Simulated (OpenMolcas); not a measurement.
# One shape, several levels: CHClFNSi (SMILES FC1=N[SiH]1Cl)

Aim: a comparison of 6 runs (HF/STO-3G, BLYP/6-31G*, M06-2X/6-31G*, PBE/6-31G*, TPSS/6-31G*, CCSD(T)/6-31G*) of CHClFNSi. 

Program for the calculation: OpenMolcas 26.06.

1 further run of the same task is left out (set aside as unsound or not needed).

## 1. Starting point

The species is CHClFNSi (6 atoms), meant as a singlet with charge 0. As SMILES, `FC1=N[SiH]1Cl`. Geometry: relaxed at PBE0-D4/def2-TZVP.

Bond lengths: F1–C2 1.310 Å, C2–N3 1.270 Å, C2–Si4 1.756 Å, N3–Si4 1.774 Å, Si4–Cl5 2.023 Å, Si4–H6 1.469 Å. Angles: F1–C2–N3 128.1°, F1–C2–Si4 162.2°, N3–C2–Si4 69.7°, C2–N3–Si4 68.1°, C2–Si4–N3 42.2°, C2–Si4–Cl5 123.2°, N3–Si4–Cl5 119.8°, C2–Si4–H6 125.2°, N3–Si4–H6 120.9°, Cl5–Si4–H6 109.4°.

## 2. Energy and forces at HF/STO-3G (run 1)

job.inp reads:

```
* CHClFNSi Hartree-Fock
&GATEWAY
BASLIB=$CurrDir
COORD
6
bohr
F      0.29914365    -4.31103221    -1.20696808
C      0.40931468    -1.97230716    -0.40081091
N      2.34382731    -0.74020572     0.30424591
Si    -0.44200694     1.12098554     0.44370769
Cl    -0.99342902     3.91211102    -2.10987922
H     -1.53748117     1.86969503     2.88258823
BASIS=STO-3G
GROUP=NoSym
&SEWARD
&SCF
THRESHOLDS=1e-10 1e-07 1e-07 1e-05
PRORBITALS=1
&ALASKA
```

The basis set STO-3G is read from a file made from the Basis Set Exchange's data (not shown).

Command:

```console
export MOLCAS_MEM=1860
pymolcas job.inp > job.log
```

Standard output:

```text
--- Start Module: gateway ---
[...]
--- Stop Module: gateway /rc=_RC_ALL_IS_WELL_ ---
[...]
      Basis functions           34
[...]
--- Start Module: scf ---
[...]
       Convergence after  15 Iterations
[...]
::    Total SCF energy                               -929.9109749987
[...]
      Total spin, S                                     0.0000000000
[...]
      Total electronic charge=   54.000000
      Total            charge=   -0.000000
[...]
      Dipole Moment (debye):
      Origin of the operator (angstrom)=   -0.0254    0.2628   -0.3980
                   X= -1.9358E+00               Y= -5.7997E-01               Z=  1.7681E+00           Total=  2.6851E+00
      Quadrupole Moment (debye*angstrom):
[...]
--- Stop Module: scf /rc=_RC_ALL_IS_WELL_ ---
--- Start Module: alaska ---
[...]
 *              Molecular gradients               *
 **************************************************
  Irreducible representation: a
 ------------------------------------------------------------------------------------------
                              X                       Y                       Z
 ------------------------------------------------------------------------------------------
  F1                1.05248032750158E-02    3.27891653152612E-02    1.20854998132458E-02
  C2                3.13270179626182E-02   -1.93829487089667E-02    6.63744688775614E-04
  N3               -4.38202776458816E-02   -2.75649721616899E-02   -1.55348219435032E-02
  SI4               7.25808336403588E-03    2.35868934856556E-02   -4.01389395740175E-02
  CL5               3.85121777637565E-03   -1.82863682381367E-02    2.00937539126720E-02
  H6               -9.14084473220500E-03    8.85823030785549E-03    2.28307631028191E-02
 ------------------------------------------------------------------------------------------
[...]
```

Run time: 3.6 s. Hardware: 1 thread of Intel Xeon Platinum 8259CL at 2.50GHz (Skylake/Cascade Lake), shared host; peak memory 0.37 GiB.

## 3. Energy and gradient at BLYP/6-31G(d) (spherical functions) (run 2)

test.input reads:

```
* CHClFNSi Kohn-Sham DFT
>>> EXPORT MOLCAS_PRINT=2
&gateway
baslib
$CurrDir
coord
6
angstrom
F        0.158300      -2.281300      -0.638700
C        0.216600      -1.043700      -0.212100
N        1.240300      -0.391700       0.161000
Si      -0.233900       0.593200       0.234800
Cl      -0.525700       2.070200      -1.116500
H       -0.813600       0.989400       1.525400
basis
6-31Gs
group
NoSym
&seward
gridinput
Grid=UltraFine
End of Grid
&scf
ksdft
BLYP
thresholds
1e-10 1e-07 1e-07 1e-05
prorbitals
1 1
&alaska
```

The basis set 6-31G* is read from a file made from the Basis Set Exchange's data (not shown).

Command:

```console
export MOLCAS_MEM=1860
pymolcas test.input > test.log
```

Standard output:

```text
--- Start Module: gateway ---
[...]
--- Stop Module: gateway /rc=_RC_ALL_IS_WELL_ ---
[...]
      Basis functions           80
[...]
--- Start Module: scf ---
[...]
       Convergence after  17 Iterations
[...]
::    Total KS-DFT energy                            -942.8958916928
[...]
      Total spin, S                                     0.0000000000
[...]
      Total electronic charge=   54.000000
      Total            charge=   -0.000000
[...]
      Dipole Moment (debye):
      Origin of the operator (angstrom)=   -0.0254    0.2628   -0.3980
                   X= -1.5886E+00               Y=  4.3561E-01               Z=  8.0842E-01           Total=  1.8349E+00
      Quadrupole Moment (debye*angstrom):
[...]
--- Stop Module: scf /rc=_RC_ALL_IS_WELL_ ---
[...]
--- Start Module: alaska ---
[...]
 *              Molecular gradients               *
 **************************************************
  Irreducible representation: a
 ------------------------------------------------------------------------------------------
                              X                       Y                       Z
 ------------------------------------------------------------------------------------------
  F1                2.93763077363463E-03    2.47267845547583E-02    8.76567012338292E-03
  C2                1.46316207715289E-02    3.91666315970962E-03    2.90790775355410E-03
  N3               -3.49643745643746E-02   -6.67092746498976E-03   -8.13237081355211E-03
  SI4               1.34136072175988E-02   -6.92020884967892E-03   -1.11158845944512E-02
  CL5               2.57282007229165E-03   -1.37341206930373E-02    1.19790179267696E-02
  H6                1.40869572937419E-03   -1.31819070663641E-03   -4.40434039577919E-03
 ------------------------------------------------------------------------------------------
[...]
```

Wall time 31 s (1 thread of Intel Xeon Platinum 8259CL at 2.50GHz (Skylake/Cascade Lake), shared host); peak memory 0.45 GiB.

Runs 3 to 5 aren't shown in full; the table further down has their settings and results.

## 4. A single-point energy at CCSD(T)/6-31G(d) (spherical functions) (run 6)

mol.xyz reads:

```xyz
6

F      0.158300    -2.281300    -0.638700
C      0.216600    -1.043700    -0.212100
N      1.240300    -0.391700     0.161000
Si    -0.233900     0.593200     0.234800
Cl    -0.525700     2.070200    -1.116500
H     -0.813600     0.989400     1.525400
```

job.inp reads:

```
&GATEWAY
BASLIB = $CurrDir
COORD = mol.xyz
BASIS = 6-31Gs
GROUP = NoSym
&SEWARD
&SCF
THRESHOLDS = 1e-10 1e-07 1e-07 1e-05
PRORBITALS = 1
&RASSCF
FILEORB = $Project.ScfOrb
SPIN = 1
NACTEL = 0 0 0
INACTIVE = 27
RAS2 = 0
OUTORBITALS = Canonical
ORBLISTING = NoCore
&MOTRA
JOBIPH
FROZEN = 13
&CCSDT
CCT
TRIPLES = 2
ITERATIONS = 80
ACCURACY = 1e-08
EXTRAPOLATION = 5 4
```

The basis set 6-31G* is read from a file made from the Basis Set Exchange's data (not shown).

Command:

```console
export MOLCAS_MEM=1860
pymolcas job.inp > job.log
```

Standard output:

```text
--- Start Module: gateway ---
[...]
--- Stop Module: gateway /rc=_RC_ALL_IS_WELL_ ---
[...]
      Basis functions           80
[...]
       Convergence after  16 Iterations
[...]
::    Total SCF energy                               -940.7185942442
[...]
      Total spin, S                                     0.0000000000
[...]
      Number of active orbitals                  0
[...]
      Spin quantum number                      0.0
[...]
      Active orbitals                            0
[...]
      Number of CSFs                             1
[...]
      Number of root(s) required                 1
[...]
      Convergence after  4 iterations
[...]
      Natural orbitals and occupation numbers for root  1
      ************************************************************************************************************************
      *                                                    Final results                                                     *
      ************************************************************************************************************************
[...]
::    RASSCF root number  1 Total energy:   -940.71859424
[...]
      Total electronic charge=   54.000000
      Total            charge=   -0.000000
[...]
      Dipole Moment (debye):
      Origin of the operator (angstrom)=   -0.0254    0.2628   -0.3980
                   X= -2.2091E+00               Y=  1.0501E+00               Z=  1.2212E+00           Total=  2.7339E+00
      Quadrupole Moment (debye*angstrom):
[...]
--- Start Module: motra ---
[...]
--- Stop Module: motra /rc=_RC_ALL_IS_WELL_ ---
--- Start Module: ccsdt ---
[...]
      Convergence after                    17  Iterations
      Total energy (diff) :    -941.39762463       0.00000000
[...]
 METHOD                       : CCSD+T(CCSD)+<T3(1)WT1> = CCSD(T)
[...]
       CCSD     =      -941.3976246282305
[...]
```

It took 54 s on 1 thread of Intel Xeon Platinum 8259CL at 2.50GHz (Skylake/Cascade Lake), shared host; peak memory 0.45 GiB.

## 5. The series

| run | level | integration grid | task | energy (Eh) | dipole moment (D) of the reference | HOMO energy (eV) | LUMO energy (eV) | wall time |
| --- | --- | --- | --- | --- | --- | --- | --- | --- |
| 1 | HF/STO-3G | – | gradient | -929.910975 | 2.69 | -7.92 | 7.41 | 3.6 s |
| 2 | BLYP/6-31G* (spherical functions) | UltraFine | gradient | -942.895892 | 1.83 | -6.01 | -1.32 | 31 s |
| 3 | M06-2X/6-31G* (spherical functions) | UltraFine | gradient | -942.829265 | 2.23 | -8.86 | 0.16 | 37 s |
| 4 | PBE/6-31G* (spherical functions) | UltraFine | gradient | -942.403572 | 1.80 | -6.19 | -1.53 | 31 s |
| 5 | TPSS/6-31G* (spherical functions) | UltraFine | gradient | -943.007121 | 1.87 | -6.30 | -1.40 | 42 s |
| 6 | CCSD(T)/6-31G* (spherical functions) | – | energy | -941.421116 | 2.73 | -10.91 | 2.59 | 54 s |

## 6. Results

```
                                           quantity          value
                                run 6: total energy  -941.42112 Eh
          run 6: dipole moment (mean-field density)         2.73 D
         run 6: HOMO energy (Hartree–Fock orbitals)      -10.91 eV
         run 6: LUMO energy (Hartree–Fock orbitals)        2.59 eV
       run 6: HOMO–LUMO gap (Hartree–Fock orbitals)       13.50 eV
run 6: correlation energy (13 core orbitals frozen)     -702.5 mEh
                              run 6: (T) correction     -23.49 mEh
```

What this shows: Over runs 1, 2, 3, 4, 5 the dipole moment (its size) runs from 1.80 D (PBE/6-31G*) to 2.69 D (HF/STO-3G). The two ends differ in method and basis. Over runs 1, 2, 3, 4, 5 the HOMO–LUMO gap runs from 4.66 eV (PBE/6-31G*) to 15.34 eV (HF/STO-3G). Totals of different functionals can't be ranked against each other. In run 1 the basis is minimal, so the values are rough. All runs together took 3.3 min, the longest 54 s.
